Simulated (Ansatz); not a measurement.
# ZrIn2S2: from a guess to a relaxed structure, part 1 of 2

Where does this trial cell of ZrIn2S2 go when cell and atoms are let free?

Computed with Ansatz 0.2.0 (DFT PBE, scalar-relativistic, plane waves, PAW, unless a step's input says otherwise).

### 1 The starting structure

The structure is tetragonal, space group P4/mmm (No. 123). The conventional cell has a = 4.265 Å, b = 4.265 Å, c = 7.186 Å, α = 90.00°, β = 90.00°, γ = 90.00°. Zr (site symmetry 4/mmm) has 4 S at 2.13 Å and 2 In at 2.25 Å in its first shell of neighbours. In (site symmetry 4mm) has 1 Zr at 2.25 Å in its first shell of neighbours. S (site symmetry mmm) is surrounded by 2 Zr at 2.13 Å.

As a file:

```
Zr In S
1.0
     4.26451    0.00000    0.00000
     0.00000    4.26451    0.00000
     0.00000    0.00000    7.18613
Zr In S
1 2 2
Direct
  0.50000 0.50000 0.00000
  0.50000 0.50000 0.31242
  0.50000 0.50000 0.68758
  0.50000 0.00000 0.00000
  0.00000 0.50000 0.00000
```

Recipe of the guess: random cell by space group and Wyckoff sites (P4/mmm, No. 123). Lengths come from tabulated atomic sizes and are only a guess.

### 2 A first look at the guess

input.yaml reads:

```yaml
crystal:
  lattice:
    - [4.26451449, 0.0, 0.0]
    - [0.0, 4.26451449, 0.0]
    - [0.0, 0.0, 7.1861332]
  atoms:
    - { symbol: Zr, position: [0.5, 0.5, 0.0] }
    - { symbol: In, position: [0.5, 0.5, 0.31241705] }
    - { symbol: In, position: [0.5, 0.5, 0.68758295] }
    - { symbol: S, position: [0.5, 0.0, 0.0] }
    - { symbol: S, position: [0.0, 0.5, 0.0] }
basis:
  ecutwfc: 420
kpoints:
  mp_grid: { grid: [4, 4, 4] }
hamiltonian:
  xc: pbe
scf:
  occupations: { method: gaussian, width: 0.1 }
  lower_state_search: "off"
output:
  forces: true
  stress: true
  eigenvalues: true
```

Launch:

```sh
$ ansatz run input.yaml --threads 1 --pin off --max-ram 2560MiB --backend cpu --events-out ev --progress --plain --runs-dir out
```

The program printed, cut to the lines that bear on the results:

```text
Warning: RAYON_NUM_THREADS=1 ignored (pool sized by the plan → 1); use --threads N
[...]
Pseudopotentials: kind: paw
Pseudopotential: Zr, paw, valence charge 12, recommended cutoff 420 eV (normal), Zr.paw.azcp
Pseudopotential: In, paw, valence charge 13, recommended cutoff 420 eV (normal), In.paw.azcp
Pseudopotential: S, paw, valence charge 6, recommended cutoff 420 eV (normal), S.paw.azcp
Functional definition: PBE
[...]
Crystal: 5 atoms, lattice volume = 130.688 Å³
Basis set: ecut = 420 eV, 2537 PW (Γ), exchange–correlation on 60×60×100 points (8 copies of the dense FFT grid, shifted against one another)
Bands: 30, of which v1, the nominal top of the filled ones, is band 25 counted from 1 (24 counted from 0)
Symmetry: 16 space group operations
Space group: P4/mmm (ITA 123), of the structure as read, at distance tolerance 5.1e-5 Å
k-points: 18 of 64
[...]
SCF iter   1: F=—  HF=-17175.826954 eV  |F-HF|=—  |Δ(HF+E_count)|=         —  Δρ=9.41e-3  dr2=1.58e-1  ethr=1.77e-3  ⟨swp⟩=5.8  Hψ=2409  notcnv=0
[...]
SCF iter   8: F=-17175.795181 eV  HF=-17175.795181 eV  |F-HF|=3.11e-9  |Δ(HF+E_count)|=   1.04e-7  Δρ=4.86e-6  dr2=3.15e-8  ethr=2.00e-10  ⟨swp⟩=7.8  Hψ=2496  notcnv=0
[...]
SCF converged after 8 iterations
Free energy (F): -17175.795181 eV
[...]
E sigma→0 (E₀):  -17175.789541 eV
Entropy (-TS):   -0.011280 eV (-2.256 meV/atom)
Fermi energy:    7.751446 eV
[...]
--- Forces (eV/Å), atoms counted from 1 ---
  atom   1  Zr     0.00000000     0.00000000     0.00000000
  atom   2  In     0.00000000     0.00000000     7.51957025
  atom   3  In     0.00000000     0.00000000    -7.51957025
  atom   4  S     -0.00000000    -0.00000000     0.00000000
  atom   5  S      0.00000000    -0.00000000     0.00000000
[...]
--- Stress (GPa, compression-positive) ---
       39.635154       0.000000       0.000000
        0.000000      39.635154       0.000000
        0.000000       0.000000      52.736171
  P = ⅓ Tr σ = 44.0022 GPa (440.022 kbar)
--- Band table (eV; the first three rows and the last of 18) ---
[...]
```

It took 4.5 s on 1 thread of Arm Neoverse V2, shared host; peak memory 0.39 GiB.

Read-out: pressure 44.0 GPa, largest force 7.52 eV/Å, gap on this mesh none (metal). A cheap, loose relaxation comes first.

### 3 A loose first relaxation

input.yaml: that of step 2 with these lines changed.

```diff
@@ -24 +24,6 @@
   eigenvalues: true
+relax:
+  adjacent_minimum: "off"
+  f_tol: 0.04
+  max_steps: 70
+  cell: { stress_tol: 0.4 }
```

Launch:

```sh
$ ansatz run input.yaml --threads 1 --pin off --max-ram 2560MiB --backend cpu --events-out ev --progress --plain --runs-dir out
```

The program printed:

```text
Warning: RAYON_NUM_THREADS=1 ignored (pool sized by the plan → 1); use --threads N
Engine: ansatz 0.2.0, aarch64-unknown-linux-gnu
[... 5 set-up lines as earlier in the session ...]
  parameter kappa = 0.804
  parameter beta = 0.06672455060314922
  exchange = pbe_x(kappa = kappa, mu = beta*pi^2/3)
  correlation = pbe_c(beta = beta)
Crystal: 5 atoms, lattice volume = 130.688 Å³
Basis set: ecut = 420 eV, 2537 PW (Γ), exchange–correlation on 60×60×100 points (8 copies of the dense FFT grid, shifted against one another)
Bands: 30, of which v1, the nominal top of the filled ones, is band 25 counted from 1 (24 counted from 0)
[... 2 set-up lines as earlier in the session ...]
k-points: 18 of 64
Non-local potential: Zr, projectors of the file, l = 0: 3, l = 1: 2, l = 2: 2, l = 3: 2
Non-local potential: In, projectors of the file, l = 0: 2, l = 1: 2, l = 2: 2, l = 3: 2
Non-local potential: S, projectors of the file, l = 0: 2, l = 1: 2, l = 2: 2
PAW form: soft (Blöchl's): semilocal exchange-correlation on the pseudo side does not see the compensation charge
PAW one-centre angular grid: Zr, 590 points (default); XC on 64 Gauss nodes
PAW one-centre angular grid: In, 590 points (default); XC on 64 Gauss nodes
PAW one-centre angular grid: S, 110 points (default); XC on 64 Gauss nodes
Initial density: superposition of atomic densities (neutral atoms: chi_scale 0, normalization atom), corrected by the library's trained network
Initial wavefunctions: pseudopotential atomic-orbital guess
Functional: x = pbe(κ = 0.804, μ = 0.2195149727645171), c = pbe(β = 0.06672455060314922)
SCF iter   1: F=—  HF=-17175.826954 eV  |F-HF|=—  |Δ(HF+E_count)|=         —  Δρ=9.41e-3  dr2=1.58e-1  ethr=1.77e-3  ⟨swp⟩=5.8  Hψ=2409  notcnv=0
preconditioner: auto → LDOS  [insulator: Δε(μ)=0.125 eV  Ē_g=12.059 eV  σ=0.100 eV  W_gap=0.55  n_scr=36 (ndim 8)  ℏωp=21.1 eV  f_vac=0.128  D(μ)=2.60/eV (n_scr^D=16)  ε∞_Penn≈4.0  β→1.0]
SCF iter   2: F=—  HF=-17175.808895 eV  |F-HF|=—  |Δ(HF+E_count)|=   1.81e-2  Δρ=4.91e-3  dr2=5.89e-2  ethr=3.16e-4  ⟨swp⟩=2.1  Hψ=1200  notcnv=0  defer=7
SCF iter   3: F=—  HF=-17175.796481 eV  |F-HF|=—  |Δ(HF+E_count)|=   1.24e-2  Δρ=2.03e-3  dr2=7.32e-3  ethr=1.18e-4  ⟨swp⟩=2.2  Hψ=1021  notcnv=0  defer=7
SCF iter   4: F=—  HF=-17175.794908 eV  |F-HF|=—  |Δ(HF+E_count)|=   1.57e-3  Δρ=5.33e-4  dr2=1.32e-3  ethr=1.46e-5  ⟨swp⟩=2.0  Hψ=885  notcnv=0  defer=7
SCF iter   5: F=—  HF=-17175.794897 eV  |F-HF|=—  |Δ(HF+E_count)|=   1.10e-5  Δρ=1.48e-4  dr2=1.11e-4  ethr=2.65e-6  ⟨swp⟩=2.0  Hψ=678  notcnv=0  defer=7
SCF iter   6: F=—  HF=-17175.794913 eV  |F-HF|=—  |Δ(HF+E_count)|=   1.57e-5  Δρ=3.94e-5  dr2=4.36e-6  ethr=2.23e-7  ⟨swp⟩=2.0  Hψ=707  notcnv=0  defer=7
SCF iter   7: F=—  HF=-17175.795181 eV  |F-HF|=—  |Δ(HF+E_count)|=   2.68e-4  Δρ=1.19e-5  dr2=1.80e-7  ethr=8.71e-9  ⟨swp⟩=2.2  Hψ=890  notcnv=0  defer=7
SCF iter   8: F=-17175.795181 eV  HF=-17175.795181 eV  |F-HF|=3.11e-9  |Δ(HF+E_count)|=   1.04e-7  Δρ=4.86e-6  dr2=3.15e-8  ethr=2.00e-10  ⟨swp⟩=7.8  Hψ=2496  notcnv=0
SCF 1 converged in 8 iterations: F = -17175.795181 eV  dr2 = 3.15e-8
relax step   1: F+E_penalty+E_count = -17175.79518082 eV  Δ(F+E_penalty+E_count) = +0.000e0 eV  max|allowed force component| = 7.520e0 eV/Å  Δτ_max = 0.0000 Å  P = +44.002 GPa  Ω = 130.688 Å³  (8 SCF iters, dr2 threshold 1.00e-7 eV, accepted)
Crystal: 5 atoms, lattice volume = 149.941 Å³
Basis set: ecut = 420 eV, 2977 PW (Γ), exchange–correlation on 60×60×100 points (8 copies of the dense FFT grid, shifted against one another)
Initial density: handed on by an earlier stage of this run
Initial wavefunctions: those handed on with the density
SCF iter   1: F=—  HF=-17181.650771 eV  |F-HF|=—  |Δ(HF+E_count)|=         —  Δρ=2.70e-2  dr2=5.12e0  ethr=3.10e-3  ⟨swp⟩=8.6  Hψ=2662  notcnv=0
preconditioner: auto → LDOS  [insulator: Δε(μ)=0.102 eV  Ē_g=11.802 eV  σ=0.100 eV  W_gap=0.53  n_scr=36 (ndim 8)  ℏωp=19.7 eV  f_vac=0.172  D(μ)=3.90/eV (n_scr^D=28)  ε∞_Penn≈3.8  β→1.0]
SCF iter   2: F=—  HF=-17180.889255 eV  |F-HF|=—  |Δ(HF+E_count)|=   7.62e-1  Δρ=1.91e-2  dr2=8.28e-1  ethr=3.10e-3  ⟨swp⟩=3.0  Hψ=1210  notcnv=0  defer=3
SCF iter   3: F=—  HF=-17180.805078 eV  |F-HF|=—  |Δ(HF+E_count)|=   8.42e-2  Δρ=5.55e-3  dr2=2.13e-1  ethr=1.66e-3  ⟨swp⟩=2.4  Hψ=1107  notcnv=0  defer=5
SCF iter   4: F=—  HF=-17180.780854 eV  |F-HF|=—  |Δ(HF+E_count)|=   2.42e-2  Δρ=1.80e-3  dr2=1.26e-2  ethr=4.26e-4  ⟨swp⟩=2.6  Hψ=885  notcnv=0  defer=4
SCF iter   5: F=—  HF=-17180.779044 eV  |F-HF|=—  |Δ(HF+E_count)|=   1.81e-3  Δρ=6.49e-4  dr2=1.39e-3  ethr=2.52e-5  ⟨swp⟩=2.0  Hψ=973  notcnv=0  defer=2
SCF iter   6: F=—  HF=-17180.778940 eV  |F-HF|=—  |Δ(HF+E_count)|=   1.04e-4  Δρ=2.27e-4  dr2=1.72e-4  ethr=2.77e-6  ⟨swp⟩=1.8  Hψ=641  notcnv=0  defer=2
SCF iter   7: F=—  HF=-17180.779014 eV  |F-HF|=—  |Δ(HF+E_count)|=   7.38e-5  Δρ=5.19e-5  dr2=8.53e-6  ethr=3.44e-7  ⟨swp⟩=2.1  Hψ=627  notcnv=0  defer=2
SCF iter   8: F=—  HF=-17180.779016 eV  |F-HF|=—  |Δ(HF+E_count)|=   1.95e-6  Δρ=2.02e-5  dr2=7.16e-7  ethr=1.71e-8  ⟨swp⟩=3.0  Hψ=985  notcnv=0  defer=2
SCF iter   9: F=-17180.779016 eV  HF=-17180.779016 eV  |F-HF|=3.48e-8  |Δ(HF+E_count)|=   3.12e-8  Δρ=7.40e-6  dr2=1.21e-7  ethr=1.00e-9  ⟨swp⟩=6.4  Hψ=2272  notcnv=0
SCF 2 converged in 9 iterations: F = -17180.779016 eV  dr2 = 1.21e-7
relax step   2: F+E_penalty+E_count = -17180.77901597 eV  Δ(F+E_penalty+E_count) = -4.984e0 eV  max|allowed force component| = 5.203e-1 eV/Å  Δτ_max = 0.1517 Å  P = +23.287 GPa  Ω = 149.941 Å³  energy of the carried Pulay correction = -5.746e-3 eV  (9 SCF iters, dr2 threshold 5.00e-7 eV, accepted)
Crystal: 5 atoms, lattice volume = 169.642 Å³
Basis set: ecut = 420 eV, 3331 PW (Γ), exchange–correlation on 60×60×100 points (8 copies of the dense FFT grid, shifted against one another)
iter 1 solved again at ethr=2.19e-3 eV; its pass at ethr=3.10e-3 eV (dr2=1.10e0 eV) is discarded
SCF iter   1: F=—  HF=-17183.158507 eV  |F-HF|=—  |Δ(HF+E_count)|=         —  Δρ=1.30e-2  dr2=1.10e0  ethr=2.19e-3  ⟨swp⟩=1.0  Hψ=3128  notcnv=0
preconditioner: auto → LDOS  [metal: Δε(μ)=0.060 eV  Ē_g=11.434 eV  σ=0.100 eV  W_gap=0.32  n_scr=36 (ndim 8)  ℏωp=18.5 eV  f_vac=0.194  D(μ)=3.27/eV (n_scr^D=16)  β→1.0]
SCF iter   2: F=—  HF=-17183.027960 eV  |F-HF|=—  |Δ(HF+E_count)|=   1.31e-1  Δρ=1.40e-2  dr2=7.19e-1  ethr=2.19e-3  ⟨swp⟩=2.8  Hψ=855  notcnv=0
SCF iter   3: F=—  HF=-17182.946245 eV  |F-HF|=—  |Δ(HF+E_count)|=   8.17e-2  Δρ=3.15e-3  dr2=7.30e-2  ethr=1.44e-3  ⟨swp⟩=2.1  Hψ=851  notcnv=0  defer=3
SCF iter   4: F=—  HF=-17182.937675 eV  |F-HF|=—  |Δ(HF+E_count)|=   8.57e-3  Δρ=1.33e-3  dr2=7.00e-3  ethr=1.46e-4  ⟨swp⟩=1.9  Hψ=674  notcnv=0  defer=3
SCF iter   5: F=—  HF=-17182.937056 eV  |F-HF|=—  |Δ(HF+E_count)|=   6.19e-4  Δρ=9.17e-4  dr2=3.18e-3  ethr=1.40e-5  ⟨swp⟩=1.2  Hψ=542  notcnv=0  defer=3
SCF iter   6: F=—  HF=-17182.936620 eV  |F-HF|=—  |Δ(HF+E_count)|=   4.37e-4  Δρ=3.41e-4  dr2=4.16e-4  ethr=6.35e-6  ⟨swp⟩=1.7  Hψ=567  notcnv=0  defer=3
SCF iter   7: F=—  HF=-17182.936369 eV  |F-HF|=—  |Δ(HF+E_count)|=   2.51e-4  Δρ=5.15e-5  dr2=2.49e-5  ethr=8.31e-7  ⟨swp⟩=2.0  Hψ=902  notcnv=0  defer=2
SCF iter   8: F=—  HF=-17182.936368 eV  |F-HF|=—  |Δ(HF+E_count)|=   6.44e-7  Δρ=2.00e-5  dr2=1.98e-6  ethr=4.98e-8  ⟨swp⟩=2.0  Hψ=636  notcnv=0  defer=2
SCF iter   9: F=-17182.936368 eV  HF=-17182.936368 eV  |F-HF|=1.78e-7  |Δ(HF+E_count)|=   1.60e-7  Δρ=9.64e-6  dr2=2.83e-7  ethr=1.00e-9  ⟨swp⟩=6.3  Hψ=2190  notcnv=0
SCF 3 converged in 9 iterations: F = -17182.936368 eV  dr2 = 2.83e-7
relax step   3: F+E_penalty+E_count = -17182.93636800 eV  Δ(F+E_penalty+E_count) = -2.157e0 eV  max|allowed force component| = 6.957e-1 eV/Å  Δτ_max = 0.0115 Å  P = +12.430 GPa  Ω = 169.642 Å³  energy of the carried Pulay correction = -1.087e-2 eV  (9 SCF iters, dr2 threshold 5.00e-7 eV, accepted)
[... 14 lines left out ...]
relax step   4: F+E_penalty+E_count = -17184.02950307 eV  Δ(F+E_penalty+E_count) = -1.093e0 eV  max|allowed force component| = 1.700e-1 eV/Å  Δτ_max = 0.0124 Å  P = +5.319 GPa  Ω = 189.431 Å³  energy of the carried Pulay correction = -1.539e-2 eV  (9 SCF iters, dr2 threshold 5.00e-7 eV, accepted)
[... 12 lines left out ...]
relax step   5: F+E_penalty+E_count = -17184.40349498 eV  Δ(F+E_penalty+E_count) = -3.740e-1 eV  max|allowed force component| = 3.131e-2 eV/Å  Δτ_max = 0.0022 Å  P = +1.371 GPa  Ω = 205.403 Å³  energy of the carried Pulay correction = -1.867e-2 eV  (7 SCF iters, dr2 threshold 5.00e-7 eV, accepted)
[... 12 lines left out ...]
relax step   6: F+E_penalty+E_count = -17184.44429553 eV  Δ(F+E_penalty+E_count) = -4.080e-2 eV  max|allowed force component| = 2.405e-2 eV/Å  Δτ_max = 0.0076 Å  P = -0.111 GPa  Ω = 212.196 Å³  energy of the carried Pulay correction = -1.997e-2 eV  (7 SCF iters, dr2 threshold 5.00e-7 eV, accepted)
[... 13 lines left out ...]
relax step   7: F+E_penalty+E_count = -17184.60926341 eV  Δ(F+E_penalty+E_count) = -1.650e-1 eV  max|allowed force component| = 1.234e-2 eV/Å  Δτ_max = 0.0000 Å  P = +1.191 GPa  Ω = 212.196 Å³  stress off target by 2.07e0 GPa  SCF on the basis re-selected at this cell (its energy is not comparable with the rows above)  (8 SCF iters)
[... 13 lines left out ...]
relax step   8: F+E_penalty+E_count = -17184.64801777 eV  Δ(F+E_penalty+E_count) = -3.875e-2 eV  max|allowed force component| = 2.163e-3 eV/Å  Δτ_max = 0.0068 Å  P = +0.407 GPa  Ω = 217.881 Å³  energy of the carried Pulay correction = -5.306e-4 eV  (7 SCF iters, dr2 threshold 5.00e-7 eV, accepted)
[... 12 lines left out ...]
relax step   9: F+E_penalty+E_count = -17184.65470532 eV  Δ(F+E_penalty+E_count) = -6.688e-3 eV  max|allowed force component| = 1.251e-2 eV/Å  Δτ_max = 0.0072 Å  P = -0.060 GPa  Ω = 222.206 Å³  energy of the carried Pulay correction = -9.350e-4 eV  (7 SCF iters, dr2 threshold 5.00e-7 eV, accepted)
Basis set: ecut = 420 eV, 4363 PW (Γ), exchange–correlation on 72×72×128 points (8 copies of the dense FFT grid, shifted against one another)
iter 1 solved again at ethr=1.27e-7 eV; its pass at ethr=3.10e-3 eV (dr2=6.35e-5 eV) is discarded
SCF iter   1: F=—  HF=-17184.655184 eV  |F-HF|=—  |Δ(HF+E_count)|=         —  Δρ=5.13e-5  dr2=1.02e-6  ethr=1.27e-7  ⟨swp⟩=3.4  Hψ=3805  notcnv=0
preconditioner: auto → LDOS  [metal: Δε(μ)=0.031 eV  Ē_g=10.774 eV  σ=0.100 eV  W_gap=0.17  n_scr=38 (ndim 8)  ℏωp=16.1 eV  f_vac=0.248  D(μ)=3.36/eV (n_scr^D=16)  β→1.0]
SCF iter   2: F=—  HF=-17184.655554 eV  |F-HF|=—  |Δ(HF+E_count)|=   3.70e-4  Δρ=1.77e-5  dr2=4.85e-7  ethr=2.04e-9  ⟨swp⟩=2.0  Hψ=987  notcnv=0
SCF iter   3: F=—  HF=-17184.655554 eV  |F-HF|=—  |Δ(HF+E_count)|=   2.61e-7  Δρ=4.72e-6  dr2=4.68e-8  ethr=9.71e-10  ⟨swp⟩=2.0  Hψ=898  notcnv=0
SCF iter   4: F=—  HF=-17184.655554 eV  |F-HF|=—  |Δ(HF+E_count)|=   5.83e-8  Δρ=9.29e-7  dr2=3.73e-9  ethr=9.37e-11  ⟨swp⟩=2.0  Hψ=900  notcnv=0
SCF iter   5: F=-17184.655554 eV  HF=-17184.655554 eV  |F-HF|=5.86e-10  |Δ(HF+E_count)|=   5.92e-9  Δρ=5.72e-7  dr2=2.44e-9  ethr=6.40e-12  ⟨swp⟩=5.1  Hψ=1887  notcnv=0
SCF 10 converged in 5 iterations: F = -17184.655554 eV  dr2 = 2.44e-9
relax step  10: F+E_penalty+E_count = -17184.65555386 eV  Δ(F+E_penalty+E_count) = -8.485e-4 eV  max|allowed force component| = 1.249e-2 eV/Å  Δτ_max = 0.0000 Å  P = -0.062 GPa  Ω = 222.206 Å³  stress off target by 1.67e-1 GPa  SCF on the basis re-selected at this cell (its energy is not comparable with the rows above)  (5 SCF iters)
basis re-selected at this cell: Δ(F+E_penalty+E_count) = -8.485e-4 eV, ΔP = -0.002 GPa vs the last step (what re-selecting the basis moved, of the pressure what is left beyond the Pulay correction that the steps carried, after the strain that the cell walked since its last selection, with what the two solves' SCF thresholds leave and, on support functions, any second-order correction that the steps lacked; it is no measure of the basis error at this ecutwfc). The dense FFT grid was sized anew with the basis: this SCF ran on 36×36×64 points, the steps before it on 36×36×60, so part of this shift can come from that change (see relax.cell in the input reference). This SCF's stress stands 1.67e-1 GPa from its target on what of the cell is left free (relax.cell.stress_tol is 4.00e-1 GPa) and its largest allowed force component is 1.25e-2 eV/Å (relax.f_tol is 4.00e-2 eV/Å): within both
SCF converged after 5 iterations
Free energy (F): -17184.655554 eV
Harris-Foulkes:  -17184.655554 eV  (|F-HF|=5.86e-10)
Internal energy: -17184.638735 eV  (E = F + TS)
E sigma→0 (E₀):  -17184.647144 eV
Entropy (-TS):   -0.016819 eV (-3.364 meV/atom)
Fermi energy:    3.086074 eV
--- Per-component energies (eV) ---
  E_band       = -501.539242
  E_kinetic    = 1022.956866
  E_local      = -5373.350000  (includes V_loc(G=0)·N_el)
  E_nonlocal   = 866.536504
  E_hartree    = 2112.597878
  E_xc         = -784.924491
  E_vxc        = -560.972139  (∫ρ·V_xc dr)
  E_paw        = -12454.875183  (= ΣΔE_a)
  E_vpaw       = -681.908206  (= ΣTr[D̂ρ^β])
  E_aug_tail   = 0.000077  (compensation charges beyond the density's cutoff)
  E_ewald      = -2573.580386
  E_smearing   = -0.016819  (= −TS)
  E_closure    = -0.000000  (closes the sum)
  Σ components = -17184.655554   (vs F -17184.655554, Δ=0.00e0)
--- Forces (eV/Å), atoms counted from 1 ---
  atom   1  Zr    -0.00000000     0.00000000     0.00000000
  atom   2  In     0.00000000     0.00000000     0.01249024
  atom   3  In     0.00000000     0.00000000    -0.01249024
  atom   4  S      0.00000000     0.00000000     0.00000000
  atom   5  S      0.00000000    -0.00000000     0.00000000
  max |Σ_I F_I| component: 1.30e-29 eV/Å
--- Stress (GPa, compression-positive) ---
       -0.009678       0.000000       0.000000
        0.000000      -0.009678       0.000000
        0.000000       0.000000      -0.166912
  P = ⅓ Tr σ = -0.0621 GPa (-0.621 kbar)
--- Band table (eV; the first three rows and the last of 18) ---
  k-point 0: bands = ["-46.0671", "-24.1665", "-24.1214", "-24.1214", "-11.9476", "-11.9212", "-11.9142", "-11.9068", "-11.9012", "-11.8471", "-11.8471", "-11.7379", "-11.7379", "-11.6503", "-9.2048", "-8.5298", "-2.8519", "-1.4347", "0.6426", "0.6426", "1.5518", "1.6760", "1.8596", "2.6773", "2.6773", "3.5119", "3.5119", "3.8508", "4.7550", "4.7550"]
  k-point 1: bands = ["-46.0671", "-24.1665", "-24.1214", "-24.1214", "-11.9387", "-11.9210", "-11.9142", "-11.9070", "-11.9012", "-11.8479", "-11.8479", "-11.7371", "-11.7371", "-11.6593", "-9.2047", "-8.5298", "-2.8517", "-1.4155", "0.6452", "0.6452", "0.8348", "1.8588", "2.6775", "2.6775", "2.7893", "3.4102", "3.4102", "3.8508", "5.0378", "5.0378"]
  k-point 2: bands = ["-46.0671", "-24.1665", "-24.1214", "-24.1214", "-11.9292", "-11.9209", "-11.9142", "-11.9071", "-11.9012", "-11.8486", "-11.8486", "-11.7363", "-11.7363", "-11.6690", "-9.2047", "-8.5298", "-2.8515", "-1.3946", "0.5559", "0.6478", "0.6478", "1.8580", "2.6778", "2.6778", "3.3282", "3.3282", "3.8508", "4.1743", "4.3505", "5.4131"]
  k-point 17: bands = ["-46.0664", "-24.1653", "-24.1456", "-24.1456", "-11.9267", "-11.9176", "-11.9108", "-11.9040", "-11.8981", "-11.8511", "-11.8511", "-11.7380", "-11.7380", "-11.6651", "-8.2486", "-8.2486", "-2.2523", "-1.8826", "-0.8632", "-0.6341", "-0.4374", "0.3520", "0.3520", "3.2495", "3.5219", "3.5219", "3.5307", "4.5949", "4.5949", "4.7365"]
--- Relaxed structure (8 steps of the walk, 8 accepted, 2 SCFs on fresh bases) ---
  F+E_penalty+E_count = -17184.65555386 eV   max|allowed force component| = 1.249e-2 eV/Å   (the final SCF, on the basis selected at the relaxed cell)
  cell:  # Å, volume = 222.2056 Å³
    - [4.948210390371124, -6.716556816109377e-33, 0.0]
    - [-6.716556816109377e-33, 4.948210390371124, 0.0]
    - [0.0, 0.0, 9.075250886334542]
  atoms:
    - { symbol: Zr, position: [0.5, 0.5, 2.4139873666366314e-20] }
    - { symbol: In, position: [0.5, 0.5, 0.3303345378837519] }
    - { symbol: In, position: [0.5, 0.5, 0.6696654621162481] }
    - { symbol: S, position: [0.5, 5.593729841003981e-35, 2.4139873666366314e-20] }
    - { symbol: S, position: [4.149016496500897e-35, 0.5, 2.4139873666366314e-20] }
```

Run time: 61 s. Hardware: 1 thread of Arm Neoverse V2, shared host; peak memory 0.49 GiB.

Step by step:

| step | energy from step 1 (eV/cell) | largest force component (eV/Å) | pressure (GPa) | volume (Å³) |
| --- | --- | --- | --- | --- |
| 1 | 0.0000 | 7.5196 | 44.00 | 130.69 |
| 2 | -4.9838 | 0.5203 | 23.29 | 149.94 |
| 3 | -7.1412 | 0.6957 | 12.43 | 169.64 |
| 4 | -8.2343 | 0.1700 | 5.32 | 189.43 |
| 5 | -8.6083 | 0.0313 | 1.37 | 205.40 |
| 6 | -8.6491 | 0.0240 | -0.11 | 212.20 |
| 7 | -8.8141 | 0.0123 | 1.19 | 212.20 |
| 8 | -8.8528 | 0.0022 | 0.41 | 217.88 |
| 9 | -8.8595 | 0.0125 | -0.06 | 222.21 |
| 10 | -8.8604 | 0.0125 | -0.06 | 222.21 |

Step 1 is the start. Steps 7, 10 each repeat the geometry before them on a plane-wave basis chosen anew, so the energy can jump there without any move.

|  | before | after | change |
| --- | --- | --- | --- |
| a (Å) | 4.265 | 4.948 | +16.0 % |
| b (Å) | 4.265 | 4.948 | +16.0 % |
| c (Å) | 7.186 | 9.075 | +26.3 % |
| volume (Å³/atom) | 26.14 | 44.44 | +70.0 % |
| shortest distance (Å) | 2.132 | 2.474 | +16.0 % |
| space group (0.01 Å) | P4/mmm | P4/mmm | same |

The run keeps the 16 symmetry operations of the start, so it could not have lowered the symmetry.

(Continued in part 2 of 2.)
